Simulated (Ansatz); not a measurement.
# Pt: the cost of one run

Method: DFT r2SCAN, scalar-relativistic, plane waves, PAW, in Ansatz 0.2.0.

This is Pt in the bcc structure; at room conditions it is fcc.

### Step 1. Starting point

It takes space group Im-3m (No. 229, cubic). The conventional cell has a = 3.168 Å, b = 3.168 Å, c = 3.168 Å, α = 90.00°, β = 90.00°, γ = 90.00°. Pt (site symmetry m-3m) has 8 Pt at 2.74 Å as nearest neighbours.

As a file:

```cif
data_structure
_symmetry_space_group_name_H-M 'P 1'
_symmetry_Int_Tables_number 1
_cell_length_a 2.7439
_cell_length_b 2.7439
_cell_length_c 2.7439
_cell_angle_alpha 109.471
_cell_angle_beta 109.471
_cell_angle_gamma 109.471
_cell_volume 15.90
loop_
_atom_site_label
_atom_site_type_symbol
_atom_site_fract_x
_atom_site_fract_y
_atom_site_fract_z
_atom_site_occupancy
Pt1 Pt 0.00000 0.00000 0.00000 1
```

The structure comes from the Materials Project (structure only).

(A quick probe on a coarse mesh, which set the mesh and smearing, is not shown.)

### Step 3. Relaxing cell and atoms

input.yaml reads:

```yaml
crystal:
  lattice:
    - [-1.58422, 1.58422, 1.58422]
    - [1.58422, -1.58422, 1.58422]
    - [1.58422, 1.58422, -1.58422]
  atoms:
    - { symbol: Pt, position: [0.0, 0.0, 0.0] }
basis:
  ecutwfc: 500
kpoints:
  mp_grid: { grid: [18, 18, 18] }
hamiltonian:
  xc: r2scan
scf:
  occupations: { method: gaussian, width: 0.1 }
output:
  forces: true
  stress: true
  eigenvalues: true
  write_density: true
  write_potential: true
  elf: true
  volumetric_format: npy
relax:
  adjacent_minimum: "off"
  f_tol: 0.005
  max_steps: 80
  cell: { stress_tol: 0.05 }
```

Launch:

```bash
$ ansatz run input.yaml --threads 1 --pin off --max-ram 2560MiB --backend cpu --events-out ev --progress --plain --runs-dir out
```

Q: Estimate wall time and peak memory on 1 thread of Intel Xeon at 2.50GHz (Skylake/Cascade Lake), shared host.

About 83 s, with a peak of 0.42 GiB.
